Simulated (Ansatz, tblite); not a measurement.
**Cyclo-(H2SnNH)2 (Sn₂N₂H₆): a ladder of methods and basis sets**

How do method and basis change the picture of cyclo-(H2SnNH)2 (Sn₂N₂H₆) (singlet)?

Method: as each input shows; program: Ansatz 0.2.0, Gaussian basis.

Levels to be run: GFN1-xTB, GFN2-xTB, PBE-D4/def2-TZVP, r2SCAN-D4/def2-TZVP, LDA/def2-TZVP, CAM-B3LYP-D4/def2-TZVP, revPBE-D4/def2-TZVP, HSE06-D4/def2-TZVP, LC-ωPBE/def2-TZVP, r2SCAN0-D4/def2-TZVP, PBE-QIDH/def2-TZVP, PBE-D4/def2-SVP, PBE0-D4/def2-SVP, PBE0-D4/def2-TZVPD, PBE-D4/def2-TZVPD, r2SCAN-D4/def2-TZVPD, CCSD(T)/def2-SVP, MP2/def2-TZVP, RPA/def2-TZVP.

1 further run of the same task is left out (set aside as unsound or not needed).

## (1) The geometry

The singlet was relaxed beforehand with B3LYP-D4/def2-SVP.

10 atoms, charge 0, spin multiplicity 1.

Bond lengths: Sn1–H2 1.723 Å, Sn1–H3 1.734 Å, Sn1–N4 2.067 Å, Sn1–N8 2.068 Å, N4–Sn5 2.067 Å, N4–H9 1.017 Å, Sn5–H6 1.734 Å, Sn5–H7 1.723 Å, Sn5–N8 2.068 Å, N8–H10 1.017 Å. Angles: H2–Sn1–H3 110.7°, H2–Sn1–N4 113.9°, H2–Sn1–N8 113.8°, H3–Sn1–N4 116.9°, H3–Sn1–N8 116.8°, N4–Sn1–N8 82.3°, Sn1–N4–Sn5 96.9°, Sn1–N4–H9 125.0°, Sn5–N4–H9 125.0°, N4–Sn5–H6 116.9°, N4–Sn5–H7 113.9°, N4–Sn5–N8 82.3°, H6–Sn5–H7 110.7°, H6–Sn5–N8 116.8°, H7–Sn5–N8 113.8°, Sn1–N8–Sn5 96.8°, Sn1–N8–H10 124.2°, Sn5–N8–H10 124.2°.

As a file:

```mol
H6N2Sn2
  3D, bonds by distance, orders not assigned

 10 10  0  0  0  0  0  0  0  0999 V2000
    0.9118   -0.4313   -1.1734 Sn  0  0
    1.0066    0.1535   -2.7915 H   0  0
    2.0592   -1.7047   -0.9141 H   0  0
    0.8364    1.0630    0.2521 N   0  0
   -0.9482    0.4880    1.1212 Sn  0  0
   -0.8541   -0.2649    2.6799 H   0  0
   -2.1563    1.7167    1.1103 H   0  0
   -1.0207   -0.7696   -0.5191 N   0  0
    1.6398    1.4294    0.7565 H   0  0
   -1.4745   -1.6801   -0.5220 H   0  0
  1  2  8  0
  1  3  8  0
  1  4  8  0
  1  8  8  0
  4  5  8  0
  4  9  8  0
  5  6  8  0
  5  7  8  0
  5  8  8  0
  8 10  8  0
M  END
```

Sn takes a core potential in the def2 sets. No spin-orbit coupling is included.

PBE0-D4/def2-TZVP was run before; its log isn't repeated, and its numbers join the tables.

## (2) GFN1-xTB

Tight binding, by tblite at 300 K electronic temperature and without a spin-polarisation term:

```python
tblite.interface.Calculator('GFN1-xTB', numbers, positions, charge=0, uhf=0).singlepoint()
```

Energy -395.3774 eV, HOMO -9.97 eV, LUMO -6.12 eV; 0.006 s.

## (3) GFN2-xTB

Tight binding, by tblite at 300 K electronic temperature and without a spin-polarisation term:

```python
tblite.interface.Calculator('GFN2-xTB', numbers, positions, charge=0, uhf=0).singlepoint()
```

Energy -353.7550 eV, HOMO -10.06 eV, LUMO -7.05 eV; 0.004 s.

## (4) PBE-D4/def2-TZVP

start.molden holds the orbitals of an earlier run on this state, given as this run's starting guess.

in.yaml

```yaml
crystal:
  periodic: [false, false, false]
  atoms:
    - {symbol: Sn, position_ang: [0.911835, -0.431283, -1.173400]}
    - {symbol: H, position_ang: [1.006552, 0.153464, -2.791504]}
    - {symbol: H, position_ang: [2.059167, -1.704697, -0.914050]}
    - {symbol: N, position_ang: [0.836410, 1.062998, 0.252141]}
    - {symbol: Sn, position_ang: [-0.948190, 0.488024, 1.121210]}
    - {symbol: H, position_ang: [-0.854103, -0.264859, 2.679906]}
    - {symbol: H, position_ang: [-2.156265, 1.716679, 1.110263]}
    - {symbol: N, position_ang: [-1.020743, -0.769638, -0.519086]}
    - {symbol: H, position_ang: [1.639789, 1.429446, 0.756472]}
    - {symbol: H, position_ang: [-1.474462, -1.680114, -0.521953]}
basis:
  gaussian: {orbitals: def2-TZVP, initial_orbitals: start.molden}
hamiltonian: {xc: pbe, dispersion: d4}
scf: {omitted_lower_state_checks: [starts]}
output: {orbitals: {seedname: orbitals}}
```

Started as:

```bash
$ ansatz run in.yaml --threads 4 --pin off --events-out ev --progress --plain --max-ram 3916MiB
```

After this run come: r2SCAN-D4/def2-TZVP; LDA/def2-TZVP; CAM-B3LYP-D4/def2-TZVP; revPBE-D4/def2-TZVP; HSE06-D4/def2-TZVP; LC-ωPBE/def2-TZVP; r2SCAN0-D4/def2-TZVP; PBE-QIDH/def2-TZVP; PBE-D4/def2-SVP; PBE0-D4/def2-SVP; PBE0-D4/def2-TZVPD; PBE-D4/def2-TZVPD; r2SCAN-D4/def2-TZVPD; CCSD(T)/def2-SVP; MP2/def2-TZVP; RPA/def2-TZVP.

Before running them: what should the planned runs give, taken together? Wanted: gap in def2-TZVP, named functionals, smallest and largest; correlation energy, CCSD(T)/def2-SVP; correlation energy, MP2/def2-TZVP; binding an atom, CCSD(T)/def2-SVP; PBE0 total energy, smallest basis above largest.

The runs gave:

| quantity | value |
| --- | --- |
| gap in def2-TZVP, named functionals, smallest and largest | 3.22 eV (LDA), 10.15 eV (LC-ωPBE) |
| correlation energy, CCSD(T)/def2-SVP | -17.22 eV |
| correlation energy, MP2/def2-TZVP | -28.99 eV |
| binding an atom, CCSD(T)/def2-SVP | 2.494 eV |
| PBE0 total energy, smallest basis above largest | 4.46 eV (def2-SVP, def2-TZVPD) |

In words: Over the named functionals in def2-TZVP the gap runs from 3.22 eV (LDA) to 10.15 eV (LC-ωPBE); exact exchange widens it. The functionals in def2-TZVP miss CCSD(T)/def2-SVP by +0.183 (r2SCAN0-D4) to +0.744 eV (LDA) an atom. The yardstick is in a double-zeta basis, so levels in larger sets aren't compared like for like. The reference is CCSD(T) in one finite basis, so it carries an error of its own, often a tenth of an eV or more, and near misses can't be ranked.
